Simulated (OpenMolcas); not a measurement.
**W⁵⁺ among point charges: CASSCF and CASPT2 levels and susceptibility**

How does a field of 6 point charges split the states of W⁵⁺, and what χT follows?

The numbers are computed with OpenMolcas 26.06 (state-averaged CASSCF and CASPT2, spin-orbit coupling by RASSI with atomic mean-field integrals), except any that are marked as measured or tabulated.

## (1) The system

| Quantity | Value |
| --- | --- |
| Species | W⁵⁺ (tungsten, Z = 74, 69 electrons) |
| Basis | ANO-RCC-VDZP [7s6p4d2f1g], 68 functions |
| Scalar Hamiltonian | DKH2, point nucleus |
| Inactive shells | 1s 2s 2p 3s 3p 3d 4s 4p 4d 4f 5s 5p |
| Active space | 1 electron in 5 orbitals (5d) |
| Some configurations of this space | 5d |
| Orbitals | optimised for each spin and parity, averaged over all roots |

Outer shells as boxes (Hund's rule):

5d
```
5d [↑ ][  ][  ][  ][  ]
```

The ion sits among 6 point charges of -1.5 e arranged as a tetragonal octahedron (D4h), 1.65 Å from the ion, with the axial distance 1.683 Å.

The work runs as a chain of OpenMolcas steps in one folder; each step below is one input file. Labels, J, g values, rates, χT and fits are worked out afterwards by a script from the matrices that RASSI stores. The input lists half of the charges; inversion (Group=XYZ) makes the rest.

## (2) GATEWAY and SEWARD: basis and integrals

Input file a.inp:

```
&GATEWAY
Coord
1

W 0.0 0.0 0.0
Basis=ANO-RCC-VDZP
Group=XYZ
NoMove
AngMom=0.0 0.0 0.0
AMFI
XField
3 Angstrom 0
1.650000 0.000000 0.000000 -1.500000
0.000000 1.650000 0.000000 -1.500000
0.000000 0.000000 1.683000 -1.500000
&SEWARD
```

Started as:

```bash
> OMP_NUM_THREADS=1 MOLCAS_MEM=1689 MOLCAS_PROJECT=a pymolcas a.inp > a.log
```

## (3) Reference wave functions, doublets of even parity, 5 roots

Input file a.inp:

```
&RASSCF
FileOrb=start.orb
Symmetry=1
Spin=2
nActEl=1 0 0
Inactive=15 19
Ras2=5 0
CIRoot=5 5 1
SDav=5
CIMx=300
Iter=120 100
PrWF=0.3
OrbListing=Nothing
MaxOrb=0
>>> COPY $Project.JobIph JOB001
```

start.orb holds the contracted functions of the basis, ordered by shell, or the orbitals of the step before.

## (4) RASSI: spin-orbit coupling between the states

Input file a.inp:

```
&RASSI
NrOfJobIphs=1 5
1 2 3 4 5
IphNames
JOB001
EJob
SpinOrbit
DIPRint=1.0
SOCoupling=1000.0
Subsets=2
Property=9
'ANGMOM' 1 'ANGMOM' 2 'ANGMOM' 3 'MLTPL  1' 1 'MLTPL  1' 2 'MLTPL  1' 3
'AMFI' 1 'AMFI' 2 'AMFI' 3
SOProperty=3
'ANGMOM' 1 'ANGMOM' 2 'ANGMOM' 3
```

## (5) CASPT2: IPEA 0.25, imaginary shift 0.1 (closed shells correlated: 4f 5s 5p)

Input file a.inp:

```
>>> COPY JOB001 $Project.JobIph
&CASPT2
Multistate=5 1 2 3 4 5
NoMult
Frozen=14 9
IPEA=0.25
Imaginary=0.1
MaxIter=60
WThr=0.0 0.3 0.05
PrWF=0.5
NoMix
```

(Steps that only read results are left out.)

**Question.** What will these runs give? Wanted: spin-free ground state; first state of the same spin within the active space; lowest level; next level.

The runs gave:

| quantity | value |
| --- | --- |
| method | SS-CASPT2, IPEA 0.25, imaginary shift 0.1 (closed shells correlated: 4f 5s 5p) |
| spin-free ground state | 2E, 2-fold in its orbital part |
| first state of the same spin within the active space | 2B2 at 892 cm⁻¹ |
| lowest level | 2-fold E1/2, g = 0.06, 0.80, 0.80 |
| next level | 609.0 cm⁻¹ |
| χT at 300 K | 0.07 cm³ K/mol |
| effective moment at 300 K | 0.74 μB |

Cost by method:

| method | time of its own steps | time with the reference |
| --- | --- | --- |
| A. CASSCF | 1.8 s | 1.8 s |
| B. SS-CASPT2, IPEA 0.25, imaginary shift 0.1, +4f 5s 5p | 0.9 s | 2.7 s |

Times are of one thread on a shared host.

What this shows: The spin-free ground state (2E) comes to 100 % from free-ion D terms and keeps the highest spin of the shell. χT at 300 K is 0.07, against 0.38 cm³ K/mol for the spin alone, so orbital moment lowers it. The field of point charges can differ much from that of real complexes. Point charges carry no covalency, so the field is a model and not that of real ligands.
